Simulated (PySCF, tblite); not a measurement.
# C₄H₉F₃Si₂: geometry, infrared bands and NMR shifts

What infrared bands and NMR shifts should C₄H₉F₃Si₂ (`C[Si@H]1C[Si@@H](C(F)(F)F)C1`) show?

Computed with tblite 0.8.0 and PySCF 2.14.0, with density-fitted response routines of our own, on a single molecule in the gas phase. Atoms count from 0, in the outputs and in this text.

### Step 1. The starting structure

18 atoms, charge 0, multiplicity 1; geometry from: force field or distance geometry start.

Bonds of the start (Å): C0–Si1 1.82, Si1–C2 1.90, C2–Si3 1.89, Si3–C4 1.81, C4–F5 1.35, C4–F6 1.37, C4–F7 1.36, Si3–C8 1.91, C8–Si1 1.91, C0–H9 1.10, C0–H10 1.09, C0–H11 1.11, Si1–H12 1.47, C2–H13 1.09, C2–H14 1.09, Si3–H15 1.48, C8–H16 1.09, C8–H17 1.09.

### Step 2. Relaxing the molecule with GFN2-xTB

Job settings and geometry (Å):

```
{"job": {"kind": "relax", "xc": "GFN2-xTB", "basis": "xTB"}, "charge": 0, "multiplicity": 1}
C     -2.550800     0.991500     0.292500
Si    -1.360100    -0.108100    -0.528200
C      0.221300     0.807000    -1.038400
Si     1.164000    -0.720300    -0.434000
C      2.684700    -0.314500     0.466200
F      3.206400    -1.388700     1.093400
F      3.644600     0.164600    -0.379100
F      2.482500     0.645200     1.405400
C     -0.306800    -1.069400     0.741500
H     -3.023000     1.680700    -0.419400
H     -2.092900     1.601400     1.071000
H     -3.372300     0.425500     0.767700
H     -1.922800    -0.970700    -1.578900
H      0.424100     1.709400    -0.461200
H      0.306300     1.018700    -2.108000
H      1.268300    -1.768300    -1.479000
H     -0.563200    -2.117300     0.865900
H     -0.219100    -0.580200     1.711000
```

Started as:

```console
$ OMP_NUM_THREADS=1 python probes_run.py task.json out
```

One launch serves the whole session: the jobs run in the order shown.

**Question.** This job is followed by: GFN2-xTB harmonic vibrations, gas phase; GIAO PBE0/pcSseg-1 NMR shielding, non-relativistic, gas phase. What will the session give for the following? strongest single infrared mode (GFN2-xTB); zero-point energy (GFN2-xTB); ¹³C shifts against TMS (PBE0/pcSseg-1, means over atoms taken as alike); ¹H shifts against TMS (PBE0/pcSseg-1, means over atoms taken as alike); ²⁹Si shifts against TMS (PBE0/pcSseg-1); ¹⁹F shifts against CFCl3 (PBE0/pcSseg-1, means over atoms taken as alike).

As calculated:

```
                                                                 quantity                             value
                                strongest single infrared mode (GFN2-xTB)             2212 cm⁻¹, 392 km/mol
                                             zero-point energy (GFN2-xTB)                     75.2 kcal/mol
  ¹³C shifts against TMS (PBE0/pcSseg-1, means over atoms taken as alike)              140.6, 1.8, -1.6 ppm
   ¹H shifts against TMS (PBE0/pcSseg-1, means over atoms taken as alike)  5.18, 5.12, 0.78, 0.67, 0.56 ppm
                                  ²⁹Si shifts against TMS (PBE0/pcSseg-1)                   -7.4, -13.4 ppm
¹⁹F shifts against CFCl3 (PBE0/pcSseg-1, means over atoms taken as alike)                         -79.6 ppm
```

What this shows: The optimisation took 94 steps and gained 0.559 eV; among the close pairs (by a distance rule), Si3–C4 changed most, from 1.813 to 1.947 Å. All 48 modes are real, so the xTB geometry is a minimum. The strongest single mode, at 2212 cm⁻¹, moves mainly H12. GFN2-xTB is a fitted tight-binding method: band positions and strengths are rough. Its intensities can rank the bands wrongly. At PBE0/pcSseg-1: The largest span, 181 ppm, is at F5, F6, F7, where the paramagnetic term is -224 ppm.
